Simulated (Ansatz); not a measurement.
# NbRu3C: the cost of one run

Program: Ansatz 0.2.0. Level of theory: DFT PBE, scalar-relativistic, plane waves, PAW. These are calculated values, not measurements.

## 1. Starting point

Symmetry: R-3m, No. 166, trigonal system. The conventional cell has a = 4.847 Å, b = 4.847 Å, c = 11.203 Å, α = 90.00°, β = 90.00°, γ = 120.00°. Around Nb (site symmetry -3m) lie 6 Ru at 2.42 Å. Ru (site symmetry 2/m) has 2 C at 2.33 Å and 4 Ru at 2.42 Å and 2 Nb at 2.42 Å as nearest neighbours. Around C (site symmetry -3m) lie 6 Ru at 2.33 Å.

Structure file:

```cif
data_structure
_symmetry_space_group_name_H-M 'P 1'
_symmetry_Int_Tables_number 1
_cell_length_a 4.6665
_cell_length_b 4.6665
_cell_length_c 4.6665
_cell_angle_alpha 62.573
_cell_angle_beta 62.573
_cell_angle_gamma 62.573
_cell_volume 75.97
loop_
_atom_site_label
_atom_site_type_symbol
_atom_site_fract_x
_atom_site_fract_y
_atom_site_fract_z
_atom_site_occupancy
Nb1 Nb 0.50000 0.50000 0.50000 1
Ru1 Ru 0.00000 0.00000 0.50000 1
Ru2 Ru 0.50000 0.00000 0.00000 1
Ru3 Ru 0.00000 0.50000 0.00000 1
C1 C 0.00000 0.00000 0.00000 1
```

A structure generator made this guess: random cell by space group and Wyckoff sites (R-3m, No. 166). The dimensions are guesses.

## 2. A first look at the guess

input.yaml reads:

```yaml
crystal:
  lattice:
    - [2.42338916, 1.39914438, 3.73440789]
    - [-2.42338916, 1.39914438, 3.73440789]
    - [0.0, -2.79828877, 3.73440789]
  atoms:
    - { symbol: Nb, position: [0.5, 0.5, 0.5] }
    - { symbol: Ru, position: [0.0, 0.0, 0.5] }
    - { symbol: Ru, position: [0.5, 0.0, 0.0] }
    - { symbol: Ru, position: [0.0, 0.5, 0.0] }
    - { symbol: C, position: [0.0, 0.0, 0.0] }
basis:
  ecutwfc: 420
kpoints:
  mp_grid: { grid: [6, 6, 6] }
hamiltonian:
  xc: pbe
scf:
  occupations: { method: gaussian, width: 0.1 }
  lower_state_search: "off"
output:
  forces: true
  stress: true
  eigenvalues: true
```

The run is started by

```
$ ansatz run input.yaml --threads 1 --pin off --max-ram 2560MiB --backend cpu --events-out ev --progress --plain --runs-dir out
```

What time and memory should one allow on 1 thread of Intel Xeon at 2.70GHz, shared host?

About 5 s, with a peak of 0.41 GiB.
